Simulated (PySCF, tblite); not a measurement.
# C5H11BFP: geometry, infrared bands and NMR shifts

What infrared bands and NMR shifts should C5H11BFP (`[BH3-][P@+]1(C=C)C[C@H](F)C1`) show?

Programs: tblite 0.8.0 and PySCF 2.14.0, with density-fitted response routines of our own. Each step states its level of theory. These are calculated values for one molecule in the gas phase, unless marked as measured. Atoms count from 0, in the outputs and in this text.

## (1) The molecule as given

19 atoms, charge 0, multiplicity 1; geometry from: force field or distance geometry start.

Bonds of the start (Å): B0–P1 1.87, P1–C2 1.77, C2–C3 1.33, P1–C4 1.79, C4–C5 1.50, C5–F6 1.37, C5–C7 1.54, C7–P1 1.79, B0–H8 1.21, B0–H9 1.17, B0–H10 1.18, C2–H11 1.08, C3–H12 1.10, C3–H13 1.06, C4–H14 1.10, C4–H15 1.11, C5–H16 1.11, C7–H17 1.10, C7–H18 1.11.

## (2) Geometry optimisation with GFN2-xTB

Job settings and geometry (Å):

```
{"job": {"kind": "relax", "xc": "GFN2-xTB", "basis": "xTB"}, "charge": 0, "multiplicity": 1}
B      0.282900     2.091000    -0.267700
P      0.128500     0.245900    -0.029600
C      1.613200    -0.716800     0.056800
C      2.745400    -0.218400    -0.437800
C     -1.216900    -0.406200    -1.008600
C     -1.562400    -1.427200     0.036600
F     -2.910700    -1.676700     0.105900
C     -1.147100    -0.358400     1.069200
H     -0.840100     2.533000    -0.166100
H      0.959800     2.634600     0.515500
H      0.592800     2.312200    -1.381400
H      1.575000    -1.706400     0.496000
H      3.621600    -0.878000    -0.339300
H      2.816200     0.742200    -0.873000
H     -0.957300    -0.769400    -2.016600
H     -2.034700     0.344000    -1.083900
H     -0.916600    -2.324600     0.055500
H     -0.814800    -0.806600     2.019900
H     -1.944700     0.394900     1.256300
```

Launch:

```bash
> OMP_NUM_THREADS=1 python probes_run.py task.json out
```

The driver reads the jobs from task.json and runs them one after another.

**Question.** This job is followed by: GFN2-xTB harmonic vibrations, gas phase; GIAO PBE0/pcSseg-1 NMR shielding, non-relativistic, gas phase. Predict these results of the whole session: strongest single infrared mode (GFN2-xTB); zero-point energy (GFN2-xTB); ¹³C shifts against TMS (PBE0/pcSseg-1, means over atoms taken as alike); ¹H shifts against TMS (PBE0/pcSseg-1, means over atoms taken as alike); ¹¹B shifts against BF3·OEt2 (PBE0/pcSseg-1); ³¹P shifts against H3PO4 (PBE0/pcSseg-1); ¹⁹F shifts against CFCl3 (PBE0/pcSseg-1).

**Answer**, as computed:

| quantity | value |
| --- | --- |
| strongest single infrared mode (GFN2-xTB) | 2444 cm⁻¹, 168 km/mol |
| zero-point energy (GFN2-xTB) | 91.3 kcal/mol |
| ¹³C shifts against TMS (PBE0/pcSseg-1, means over atoms taken as alike) | 145.9, 141.2, 87.1, 39.6 ppm |
| ¹H shifts against TMS (PBE0/pcSseg-1, means over atoms taken as alike) | 6.71, 6.65, 6.59, 5.46, 2.89, 2.64, 0.93 ppm |
| ¹¹B shifts against BF3·OEt2 (PBE0/pcSseg-1) | -50.2 ppm |
| ³¹P shifts against H3PO4 (PBE0/pcSseg-1) | -23.3 ppm |
| ¹⁹F shifts against CFCl3 (PBE0/pcSseg-1) | -166.0 ppm |

What this shows: The optimisation took 98 steps and gained 1.025 eV; among the close pairs (by a distance rule), P1–C4 changed most, from 1.787 to 1.868 Å. No mode is imaginary among the 51: a minimum at this level. The strongest single mode, at 2444 cm⁻¹, moves mainly H9 and H10. GFN2-xTB is a fitted tight-binding method: band positions and strengths are rough. Its intensities can rank the bands wrongly. The most deshielded carbon is C3 (terminal =CH2 carbon), at 145.9 ppm: the olefinic region. At PBE0/pcSseg-1: The widest tensor belongs to C3: span 255 ppm, with a paramagnetic part of -213 ppm.
